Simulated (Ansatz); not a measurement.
# Pt: the cost of one run

Computed with Ansatz 0.2.0 (DFT PBE, scalar-relativistic, plane waves, PAW, unless a step's input says otherwise).

The COD entry's cell or inner coordinates are ideal or old and differ from later refinements, so a difference from it is no clean test against experiment.

2 further runs of the same task are left out: 2 set aside as unsound or not needed.

## 1. The system as given

It takes space group P6_3mc (No. 186, hexagonal). The conventional cell has a = 3.218 Å, b = 3.218 Å, c = 5.243 Å, α = 90.00°, β = 90.00°, γ = 120.00°. Ga (site symmetry 3m) has 4 N at 1.97 to 1.98 Å as nearest neighbours. N (site symmetry 3m) is surrounded by 4 Ga at 1.97 to 1.98 Å.

Coordinates:

```cif
data_structure
_symmetry_space_group_name_H-M 'P 1'
_symmetry_Int_Tables_number 1
_cell_length_a 3.2184
_cell_length_b 3.2184
_cell_length_c 5.2430
_cell_angle_alpha 90.000
_cell_angle_beta 90.000
_cell_angle_gamma 120.000
_cell_volume 47.03
loop_
_atom_site_label
_atom_site_type_symbol
_atom_site_fract_x
_atom_site_fract_y
_atom_site_fract_z
_atom_site_occupancy
Ga1 Ga 0.33333 0.66667 0.99913 1
Ga2 Ga 0.66667 0.33333 0.49913 1
N1 N 0.33333 0.66667 0.37587 1
N2 N 0.66667 0.33333 0.87587 1
```

This cell was relaxed beforehand with the same method: volume 11.76 Å³/atom, gap on the mesh 1.71 eV.

## 2. The film's bulk: Pt

Relaxed beforehand at this level: -12523.0108 eV/atom, gap on the mesh none (metal).

```
CELL_PARAMETERS angstrom
0.00000 1.98506 1.98506
1.98506 0.00000 1.98506
1.98506 1.98506 0.00000
ATOMIC_POSITIONS crystal
Pt 0.00000 0.00000 0.00000
```

The bulk reference of GaN, the base, comes from a run made before at the same settings: -2083.9594 eV/atom.

## 3. The film's bulk on the base's lattice

The (111) plane of Pt is fitted to the (001) plane of GaN, a strain of -0.7 % along x and -0.7 % along y; the third vector and the atoms relax.

input.yaml reads:

```yaml
crystal:
  lattice:
    - [5.5744824363, 0.0, 0.0]
    - [-2.7872412181, 4.8276434027, 0.0]
    - [-1.3936206091, 0.8046072338, 2.3119451278]
  atoms:
    - { symbol: Pt, position: [0.0, 0.5, 0.0] }
    - { symbol: Pt, position: [0.5, 0.5, 0.0] }
    - { symbol: Pt, position: [0.0, 0.0, 0.0] }
    - { symbol: Pt, position: [0.5, 0.0, 0.0] }
basis:
  ecutwfc: 420
kpoints:
  mp_grid: { grid: [9, 9, 15] }
hamiltonian:
  xc: pbe
scf:
  occupations: { method: gaussian, width: 0.1 }
output:
  forces: true
  stress: true
  eigenvalues: true
relax:
  adjacent_minimum: "off"
  f_tol: 0.01
  max_steps: 50
  cell: { fix: [a, b, gamma], stress_tol: 0.1 }
```

Command:

```bash
$ ansatz run input.yaml --threads 8 --pin off --max-ram 20480MiB --backend cpu --events-out ev --progress --plain --runs-dir out
```

**Question.** How long does this run take on 8 threads of Intel Xeon Platinum 8488C (Sapphire Rapids), shared host, and how much memory does it need?

About 17 s, with a peak of 1 GiB.
